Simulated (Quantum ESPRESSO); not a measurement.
MoSe:

```
CELL_PARAMETERS angstrom
3.50023 0.00000 0.00000
0.00000 3.50023 0.00000
0.00000 0.00000 3.50023
ATOMIC_POSITIONS crystal
Mo 0.00000 0.00000 0.00000
Se 0.50000 0.50000 0.50000
```

The cell was built by a generator and needn't be a form met in nature.

* Program: Quantum ESPRESSO 7.5
* Task: phonons
* Functional: PBE
* Potentials or basis: PseudoDojo 0.4.1 SR PBE standard
* Cutoff: 1170 eV
* Density cutoff: 4680 eV
* k mesh: 6 × 6 × 6, shifted
* Occupations: fermi-dirac, width 0.05 eV
* Spin: no spin polarisation
* Mixing beta: 0.5
* Most SCF iterations: 120
* SCF threshold: 4e-10 Ry

Task: What is the highest optical frequency at the zone centre?

Result: 121i cm⁻¹, a mode of symmetry T1u (IR).

Optical modes at Γ, degenerate ones joined:
```
cm⁻¹  components  symmetry  active in
121i           3       T1u         IR
```

Caveat: the k mesh is coarse; the mesh is thin for the phonons of a metal; some modes are imaginary; the cell is more than 3 GPa from zero pressure, which shifts response properties.
